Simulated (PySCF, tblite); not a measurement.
**C₇H₁₂NP: geometry, infrared bands and NMR shifts**

Aim: predict the infrared bands and NMR shifts of C₇H₁₂NP (`CCc1cn(CC)cp1`).

The runs use tblite 0.8.0 and PySCF 2.14.0, with density-fitted response routines of our own; the level of theory stands in each step. All values are computed, except where a source is named. Atoms are numbered from 0 throughout.

### 1 The starting structure

21 atoms, charge 0, multiplicity 1; geometry from: force field or distance geometry start.

Bonds of the start (Å): C0–C1 1.48, C1–C2 1.51, C2–C3 1.35, C3–N4 1.30, N4–C5 1.48, C5–C6 1.50, N4–C7 1.34, C7–P8 1.86, P8–C2 1.68, C0–H9 1.13, C0–H10 1.12, C0–H11 1.12, C1–H12 1.15, C1–H13 1.10, C3–H14 1.12, C5–H15 1.12, C5–H16 1.11, C6–H17 1.11, C6–H18 1.12, C6–H19 1.11, C7–H20 1.09.

### 2 Geometry optimisation with GFN2-xTB

What the job is given:

```
{"job": {"kind": "relax", "xc": "GFN2-xTB", "basis": "xTB"}, "charge": 0, "multiplicity": 1}
C     -2.936000    -1.359800    -0.457400
C     -2.655900    -0.068900     0.219100
C     -1.288400     0.501400    -0.089600
C     -0.146600     0.261400     0.584300
N      0.953700     0.835000     0.194500
C      2.250800     0.619900     0.868500
C      3.011400    -0.533900     0.283900
C      0.886600     1.644800    -0.868100
P     -0.911200     1.563400    -1.341200
H     -3.875400    -1.217600    -1.060500
H     -3.185600    -2.170000     0.278800
H     -2.110300    -1.712000    -1.122900
H     -2.697800    -0.270400     1.346600
H     -3.448300     0.664900     0.025800
H     -0.165400    -0.423600     1.474600
H      2.104300     0.462500     1.966200
H      2.829400     1.546600     0.691500
H      2.558500    -0.930500    -0.643000
H      3.063400    -1.380000     1.016100
H      4.068300    -0.227800     0.130300
H      1.685600     2.211500    -1.343100
```

On the command line:

```bash
$ OMP_NUM_THREADS=1 python probes_run.py task.json out
```

The driver reads the jobs from task.json and runs them one after another.

**Question.** This job is followed by: GFN2-xTB harmonic vibrations, gas phase; GIAO PBE0/pcSseg-1 NMR shielding, non-relativistic, gas phase. Predict these results of the whole session: strongest single infrared mode (GFN2-xTB); zero-point energy (GFN2-xTB); ¹³C shifts against TMS (PBE0/pcSseg-1); ¹H shifts against TMS (PBE0/pcSseg-1, means over atoms taken as alike); ¹⁵N shifts against NH3 (PBE0/pcSseg-1); ³¹P shifts against H3PO4 (PBE0/pcSseg-1).

As calculated:

| quantity | value |
| --- | --- |
| strongest single infrared mode (GFN2-xTB) | 1416 cm⁻¹, 82 km/mol |
| zero-point energy (GFN2-xTB) | 110.7 kcal/mol |
| ¹³C shifts against TMS (PBE0/pcSseg-1) | 162.2, 157.7, 130.3, 50.5, 28.3, 25.8, 21.6 ppm |
| ¹H shifts against TMS (PBE0/pcSseg-1, means over atoms taken as alike) | 7.80, 7.21, 4.04, 2.81, 1.41, 1.26 ppm |
| ¹⁵N shifts against NH3 (PBE0/pcSseg-1) | 211.0 ppm |
| ³¹P shifts against H3PO4 (PBE0/pcSseg-1) | 123.0 ppm |

What this shows: The optimisation took 133 steps and gained 1.219 eV; among the close pairs (by a distance rule), C7–P8 changed most, from 1.861 to 1.715 Å. All 57 modes are real, so the xTB geometry is a minimum. The strongest single mode, at 1416 cm⁻¹, is spread over many atoms; the largest shares are those of N4, C7. GFN2-xTB is a fitted tight-binding method: band positions and strengths are rough. Its intensities can rank the bands wrongly. At PBE0/pcSseg-1: The widest tensor belongs to P8: span 380 ppm, with a paramagnetic part of -775 ppm. NICS(1)zz of -26 ppm above the planar ring from C2 marks a diatropic (aromatic) ring current.
